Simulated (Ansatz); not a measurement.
Input of an Ansatz 0.2.0 run:

Contents of input.yaml:

```yaml
crystal:
  lattice:
    - [3.897, 0.0, 0.0]
    - [0.0, 3.897, 0.0]
    - [0.0, 0.0, 3.897]
  atoms:
    - { symbol: Pt, position: [0.5, 0.5, 0.0] }
    - { symbol: Pt, position: [0.5, 0.0, 0.5] }
    - { symbol: Pt, position: [0.0, 0.5, 0.5] }
    - { symbol: Ti, position: [0.0, 0.0, 0.0] }
kpoints:
  mp_grid: { grid: [7, 7, 7] }
scf:
  occupations: { method: fermi_dirac, width: 0.05 }
hamiltonian:
  xc: pbesol
  pseudopotentials: { kind: all_electron, lapw: { basis_error: 0.002 } }
output:
  forces: true
  stress: true
relax:
  f_tol: 0.02
  max_steps: 60
  cell: {}
```

Potentials or basis: all-electron LAPW, scalar-relativistic.

Run with:

```console
$ ansatz run input.yaml --threads 2 --pin off --max-ram 8192MiB --backend cpu --events-out ev --progress --plain --runs-dir out
```

Task: Predict the space group after relaxing (to 0.05 Å).

Result: Pm-3m (No. 221).

Task: Predict the relaxed volume.

Result: 14.82 Å³/atom.

Task: Estimate the relaxed cell.

Result: a = 3.899 Å, b = 3.899 Å, c = 3.899 Å, α = 90.00°, β = 90.00°, γ = 90.00°.

Final structure:
```
CELL_PARAMETERS angstrom
3.89931 0.00000 0.00000
0.00000 3.89931 0.00000
0.00000 0.00000 3.89931
ATOMIC_POSITIONS crystal
Pt 0.50000 0.50000 0.00000
Pt 0.50000 0.00000 0.50000
Pt 0.00000 0.50000 0.50000
Ti 0.00000 0.00000 0.00000
```

Spin-orbit coupling is left out, which matters for the levels of Pt.
